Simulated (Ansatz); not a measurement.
C2H3B, SMILES BC#C, the interaction energy of a dimer with the counterpoise correction

Computed with Ansatz 0.2.0 through its Python package.

The cells in order, each with its output:

```python
import ansatz as az
```

```python
params = {
    "basis": "def2-SVP",
    "functional": "pbe0",
}
```

```python
FIRST = [
    ("B", (-0.8244, 0.6246, -0.3576)),
    ("C", (0.2647, -0.2226, 0.1381)),
    ("C", (1.1326, -0.9171, 0.5246)),
    ("H", (-1.7129, 0.1979, -0.9445)),
    ("H", (-0.8126, 1.8338, -0.2486)),
    ("H", (1.9528, -1.5165, 0.888)),
]
SECOND = [
    ("B", (3.6235, 0.705, -5.3321)),
    ("C", (2.6064, 0.8254, -4.283)),
    ("C", (1.8018, 0.9341, -3.4312)),
    ("H", (4.7027, 1.0641, -5.1822)),
    ("H", (3.3677, 0.2946, -6.4458)),
    ("H", (1.0318, 1.0237, -2.6808)),
]

def energy(atoms, ghosts=()):
    molecule = az.Crystal.molecule()
    for symbol, xyz in atoms:
        molecule = molecule.atom(symbol, xyz)
    calc = (
        molecule.calculation()
        .basis(gaussian=params["basis"])
        .functional(params["functional"])
        .scf(lower_state_search="off")
    )
    deck = calc.input()
    if ghosts:
        deck = deck.set(az.key.basis.gaussian.ghost_atoms, [{"symbol": s, "position_ang": list(xyz)} for s, xyz in ghosts])
    return az.Session.from_dict(deck).plan().execute().report["free_energy_ev"]
```

```python
# monomers in their own basis and in the basis of the dimer
both = energy(FIRST + SECOND)
alone = energy(FIRST) + energy(SECOND)
ghosted = energy(FIRST, SECOND) + energy(SECOND, FIRST)
print(f"dimer {both:.6f} eV")
print(f"interaction, uncorrected   {23.060548 * (both - alone):8.3f} kcal/mol")
print(f"interaction, counterpoise  {23.060548 * (both - ghosted):8.3f} kcal/mol")
print(f"basis-set superposition    {23.060548 * (alone - ghosted):8.3f} kcal/mol")
```

    dimer -5581.118891 eV
    interaction, uncorrected     -0.028 kcal/mol
    interaction, counterpoise     0.186 kcal/mol
    basis-set superposition       0.214 kcal/mol

Uncorrected it is -0.028 kcal/mol, with the counterpoise correction 0.186 kcal/mol; the difference, 0.21 kcal/mol, is the superposition error. The sign changes with the correction, so this basis doesn't settle it.

These settings explore the input space; basis and method may be short of convergence. The dimer is a generated trial pose of unrelaxed monomers, not a minimum, so the figure is no binding energy, and the basis set is small. This level lacks the dispersion part of the attraction (electrostatics and induction are there), which can decide the sign where the interaction is weak. Hardware and time: 5.2 s on 1 thread of Arm Neoverse V1 (shared host), peak memory 0.23 GiB.

(Lines on the test bed's own set-up are left out of the output.)
